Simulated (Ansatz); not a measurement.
# HNi: the cost of one run

Program: Ansatz 0.2.0. Level of theory: the levels named in each step. These are calculated values, not measurements.

### 1 The structure to begin with

Bond lengths: Ni1–H2 1.560 Å.

Coordinates:

```xyz
2

Ni    0.0000    0.0000    0.0000
H     0.0000    0.0000    1.5600
```

### 2 A rough first relaxation, PBE-D4/def2-SVP

This run stands in another session on the same molecule. It ended at:

```xyz
2

Ni    0.0000    0.0000    0.0563
H     0.0000    0.0000    1.5037
```

### 3 Relaxation, PBE0-D4/def2-TZVPP

Contents of input.yaml:

```yaml
crystal:
  periodic: [false, false, false]
  atoms:
    - { symbol: Ni, position_ang: [0.0, 0.0, 0.05626573] }
    - { symbol: H, position_ang: [0.0, 0.0, 1.50373427] }
magnetization:
  spin_polarized: true
  initial_magnetization: 1
basis:
  gaussian: { orbitals: def2-TZVPP }
hamiltonian:
  xc: pbe0
  dispersion: d4
relax:
  f_tol: 0.002
  max_steps: 150
```

Run with:

```console
$ ansatz run input.yaml --threads 2 --pin off --max-ram 5120MiB --backend cpu --events-out ev --progress --plain --runs-dir out
```

Q: Estimate wall time and peak memory on 2 threads of Arm Neoverse V2, shared host.

About 16 s, with a peak of 0.19 GiB.
